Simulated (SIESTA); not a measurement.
The system is Ta3AsAu2O13.

```xyz
19
Lattice="5.2424 3.0267 4.1427 -5.2424 3.0267 4.1427 0.0000 -6.0534 4.1427" Properties=species:S:1:pos:R:3 pbc="T T T"
Ta   -1.7887    1.0327    4.2854
Ta    0.0000   -2.0655    4.2854
Ta    1.7887    1.0327    4.2854
As    0.0000    0.0000    6.9446
Au    0.0000    0.0000   12.0005
Au    0.0000    0.0000    9.3342
O    -1.3566    0.7832    6.1532
O     0.0000   -1.5665    6.1532
O     1.3566    0.7832    6.1532
O     2.5380   -0.6359    3.6068
O    -0.7183    2.5159    3.6068
O    -1.8197   -1.8800    3.6068
O     1.8197   -1.8800    3.6068
O    -2.5380   -0.6359    3.6068
O     0.7183    2.5159    3.6068
O    -3.3469    1.9323    4.0073
O     0.0000   -3.8647    4.0073
O     3.3469    1.9323    4.0073
O     0.0000    0.0000    3.8329
```

The cell was built by a generator and needn't be a form met in nature.

Base run:

| Property | Result |
| --- | --- |
| Program | SIESTA 5.4.2 |
| Functional | BLYP |
| Potentials or basis | PseudoDojo 0.4 standard (PBE files) |
| Basis | DZP (energy shift 0.003 Ry; two zetas on semicore shells) |
| Grid cutoff | 800 Ry |
| Energy shift | 0.003 Ry |
| k mesh | 4 × 4 × 4 |
| Occupations | fermi-dirac, width 0.05 eV |
| Spin | no spin polarisation |

Its results: band gap on the k mesh 0.95 eV, direct; pressure 5.1 GPa; largest force 0.938 eV/Å.

Question: After a change of settings the same cell gave: band gap on the k mesh 0.93 eV, direct; pressure 2.0 GPa; largest force 0.753 eV/Å. Which change was it?
A. functional from BLYP to PBE
B. functional from BLYP to PBEsol; potentials or basis from PseudoDojo 0.4 standard (PBE files) to PseudoDojo 0.4 standard (PBEsol files)
C. functional from BLYP to PBE; hubbard terms from none to Au d U = 4 eV, Ta d U = 4 eV
D. functional from BLYP to RPBE

Answer: A.

PBE binds more tightly than BLYP, so the same cell stands under less pressure.

Caveats: short orbitals over semicore shells can move pressures by several GPa; spin-orbit coupling is left out, which moves the levels of the heavy elements; the basis of atomic orbitals isn't converged, which shifts pressures, moduli and gaps; the potentials were made for another functional, which shifts forces and pressure (some runs).
